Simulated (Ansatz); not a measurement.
# Cu: the cost of one run

Program: Ansatz 0.2.0. Level of theory: DFT PBEsol, scalar-relativistic, plane waves, PAW. These are calculated values, not measurements.

1 further run of the same task is left out (set aside as unsound or not needed).

## (1) Starting point

The structure is cubic, space group Fm-3m (No. 225). The conventional cell has a = 3.563 Å, b = 3.563 Å, c = 3.563 Å, α = 90.00°, β = 90.00°, γ = 90.00°. Cu (site symmetry m-3m) has 12 Cu at 2.52 Å as nearest neighbours.

As a file:

```cif
data_structure
_symmetry_space_group_name_H-M 'Fm-3m'
_symmetry_Int_Tables_number 225
_cell_length_a 3.5634
_cell_length_b 3.5634
_cell_length_c 3.5634
_cell_angle_alpha 90.000
_cell_angle_beta 90.000
_cell_angle_gamma 90.000
_cell_volume 45.25
loop_
_atom_site_label
_atom_site_type_symbol
_atom_site_symmetry_multiplicity
_atom_site_Wyckoff_symbol
_atom_site_fract_x
_atom_site_fract_y
_atom_site_fract_z
_atom_site_occupancy
Cu1 Cu 4 a 0.00000 0.00000 0.00000 1
```

This cell was relaxed beforehand with the same method: volume 11.31 Å³/atom, gap on the mesh none (metal).

## (2) The bulk in the plane's own cell

To let mesh errors cancel, the bulk is computed in a cell built on the (111) plane.

File input.yaml:

```yaml
crystal:
  lattice:
    - [2.5196845636, 0.0, 0.0]
    - [-1.2598422818, 2.1821108416, 0.0]
    - [0.0, 0.0, 6.1719414936]
  atoms:
    - { symbol: Cu, position: [0.0, 0.0, 0.0] }
    - { symbol: Cu, position: [0.3333333333, 0.6666666667, 0.3333333333] }
    - { symbol: Cu, position: [0.6666666667, 0.3333333333, 0.6666666667] }
basis:
  ecutwfc: 420
kpoints:
  mp_grid: { grid: [15, 15, 6] }
hamiltonian:
  xc: pbesol
scf:
  occupations: { method: gaussian, width: 0.1 }
output:
  forces: true
  stress: true
  eigenvalues: true
```

Command:

```console
$ ansatz run input.yaml --threads 4 --pin off --max-ram 12288MiB --backend cpu --events-out ev --progress --plain --runs-dir out
```

What time and memory should one allow on 4 threads of Intel Xeon Platinum 8488C (Sapphire Rapids), shared host?

About 1.4 s, with a peak of 0.47 GiB.
